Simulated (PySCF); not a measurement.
# BrH7Si3: the cost of one run

Computed with PySCF 2.14.0, with density-fitted response routines of our own, on a single molecule in the gas phase. Atoms count from 0, in the outputs and in this text.

## Step 1: The molecule as given

11 atoms, charge 0, multiplicity 1; geometry from: GFN2-xTB. The atoms were then displaced at random by about 0.01 Å, so the start is not that level's minimum.

Bonds of the start (Å): Si0–Si1 2.29, Si1–Si2 2.31, Si2–Br3 2.28, Si0–H4 1.49, Si0–H5 1.44, Si0–H6 1.46, Si1–H7 1.47, Si1–H8 1.45, Si2–H9 1.48, Si2–H10 1.45.

## Step 2: Relaxing the molecule at PBE0-D3(BJ)/def2-SVP

The job: settings as JSON, then the geometry in Å.

```
{"job": {"xc": "PBE0", "basis": "def2-SVP", "d3": "d3bj", "grid": 1, "shake": 0.01, "kind": "geom"}, "charge": 0, "multiplicity": 1}
Si    -1.935370    -0.163560     0.660360
Si    -0.137360    -0.531210    -0.713800
Si     1.757510     0.644060    -0.114170
Br     3.636800    -0.626740    -0.292630
H     -2.197930     1.296750     0.764210
H     -1.735220    -0.643970     2.006790
H     -3.170150    -0.750360     0.142520
H      0.240620    -1.947030    -0.777300
H     -0.404090    -0.159920    -2.094280
H      1.842950     1.053190     1.306500
H      2.140350     1.802960    -0.903860
```

Run with:

```sh
OMP_NUM_THREADS=1 python probes_run.py task.json out
```

The driver reads the jobs from task.json and runs them one after another.

Q: Estimate the wall time and peak memory of this first job on 1 thread of Arm Neoverse N1, shared host.

About 3.6 min, with a peak of 0.52 GiB.
